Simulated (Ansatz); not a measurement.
Turn this script for Ansatz 0.2.0, Python API into the input file that the command-line program reads.

Script `eps_pbse.py`:
```python
"""High-frequency dielectric tensor and Born charges of PbSe."""

import argparse
import warnings

import ansatz as az
import numpy as np

parser = argparse.ArgumentParser(description="High-frequency dielectric tensor and Born charges of PbSe.")
parser.add_argument("--xc", default="pbe", help="exchange-correlation functional")
parser.add_argument("--filling", required=True, help="how the bands are filled")
args = parser.parse_args()


def main() -> None:
    warnings.simplefilter("ignore", az.DeckWarning)

    system = (
        az.Lattice.fcc(6.1213)
        .space_group(225)
        .atom("Pb", [0.0, 0.0, 0.0])
        .atom("Se", [0.5, 0.0, 0.0])
        .primitive()
    )

    # an insulator: whole occupations
    calc = system.calculation()
    calc = calc.functional(args.xc)
    calc = calc.basis(16 * az.Ha)
    calc = calc.kpoints(6).occupations(args.filling)
    calc = calc.dielectric()
    result = calc.run(threads=1)
    response = result.dielectric
    eps = np.asarray(response.eps_inf)

    print(f"mean eps_inf {np.trace(eps) / 3:.3f}, fraction of exact exchange 1/eps = {3 / np.trace(eps):.3f}")
    print(np.array2string(eps, precision=3, suppress_small=True))
    for index, (site, z) in enumerate(zip(result.lattice.sites, response.zstar_e)):
        print("Born charge tensor of", site.symbol, index)
        print(np.round(z, 3) + 0.0)
    print(f"charge neutrality missed by {response.zstar_sum_residual_pre_e:.4f} e before the sum rule")


if __name__ == "__main__":
    main()
```

```console
$ python eps_pbse.py --filling fixed
mean eps_inf 22.235, fraction of exact exchange 1/eps = 0.045
[[22.235  0.     0.   ]
 [ 0.    22.235  0.   ]
 [ 0.     0.    22.235]]
Born charge tensor of Pb 0
[[4.84 0.   0.  ]
 [0.   4.84 0.  ]
 [0.   0.   4.84]]
Born charge tensor of Se 1
[[-4.84  0.    0.  ]
 [ 0.   -4.84  0.  ]
 [ 0.    0.   -4.84]]
charge neutrality missed by 0.0006 e before the sum rule
```

`input.yaml`:
```yaml
crystal:
  lattice:
    bravais: fcc
    a: 6.1213
  space_group: 225
  atoms:
    - { symbol: Pb, position: [0.0, 0.0, 0.0] }
    - { symbol: Se, position: [0.5, 0.0, 0.0] }
  reduce_to_primitive: true
basis:
  ecutwfc: 435.382179935808
kpoints:
  mp_grid:
    grid: [6, 6, 6]
hamiltonian:
  xc: pbe
scf:
  occupations:
    method: fixed
dielectric: {}
```

Pressure is positive in compression. Spin-orbit coupling, which matters for elements this heavy, is left out. The starting cell is as deposited in a crystallographic database; the results hold for this polymorph, which needn't be the stable one. This is the electronic (clamped-ion) response; a semilocal gap that is too small tends to raise it. The typed mesh is that of the SCF; the response is solved on denser meshes that the run picks. Wall time of the script: 50 s on 1 thread of Arm Neoverse V2 (shared host), peak memory 0.73 GiB.

(Lines on the test bed's own set-up are left out of the output.)
